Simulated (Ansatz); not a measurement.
# As3Au: the cost of one run

Program: Ansatz 0.2.0. Level of theory: DFT PBE, scalar-relativistic, plane waves, PAW. These are calculated values, not measurements.

## 1. The system as given

Symmetry: I4/mmm, No. 139, tetragonal system. Conventional cell: a = 4.173 Å, b = 4.173 Å, c = 9.321 Å, α = 90.00°, β = 90.00°, γ = 90.00°. As (site symmetry 4/mmm) is surrounded by 4 Au at 2.95 Å. As (site symmetry -4m2) has 8 As at 2.95 to 3.13 Å and 4 Au at 3.13 Å as nearest neighbours. Around Au (site symmetry 4/mmm) lie 12 As at 2.95 to 3.13 Å.

As a file:

```cif
data_structure
_symmetry_space_group_name_H-M 'I4/mmm'
_symmetry_Int_Tables_number 139
_cell_length_a 4.1729
_cell_length_b 4.1729
_cell_length_c 9.3213
_cell_angle_alpha 90.000
_cell_angle_beta 90.000
_cell_angle_gamma 90.000
_cell_volume 162.31
loop_
_atom_site_label
_atom_site_type_symbol
_atom_site_symmetry_multiplicity
_atom_site_Wyckoff_symbol
_atom_site_fract_x
_atom_site_fract_y
_atom_site_fract_z
_atom_site_occupancy
As1 As 2 b 0.50000 0.50000 0.00000 1
As2 As 4 d 0.50000 0.00000 0.25000 1
Au1 Au 2 a 0.00000 0.00000 0.00000 1
```

(A quick probe on a coarse mesh, which set the mesh and smearing, is not shown.)

## 3. The relaxation

Input file input.yaml:

```yaml
crystal:
  lattice:
    - [-2.0864587437, 2.0864587437, 4.6606610898]
    - [2.0864587437, -2.0864587437, 4.6606610898]
    - [2.0864587437, 2.0864587437, -4.6606610898]
  atoms:
    - { symbol: As, position: [0.5, 0.5, 0.0] }
    - { symbol: As, position: [0.25, 0.75, 0.5] }
    - { symbol: As, position: [0.75, 0.25, 0.5] }
    - { symbol: Au, position: [0.0, 0.0, 0.0] }
basis:
  ecutwfc: 420
kpoints:
  mp_grid: { grid: [16, 16, 16] }
hamiltonian:
  xc: pbe
scf:
  occupations: { method: gaussian, width: 0.1 }
output:
  forces: true
  stress: true
  eigenvalues: true
  write_density: true
  write_potential: true
  elf: true
  volumetric_format: npy
relax:
  adjacent_minimum: "off"
  f_tol: 0.01
  max_steps: 80
  cell: { stress_tol: 0.05 }
```

Run with:

```
$ ansatz run input.yaml --threads 1 --pin off --max-ram 2560MiB --backend cpu --events-out ev --progress --plain --runs-dir out
```

What time and memory should one allow on 1 thread of Arm Neoverse V1, shared host?

About 17 min, with a peak of 0.99 GiB.
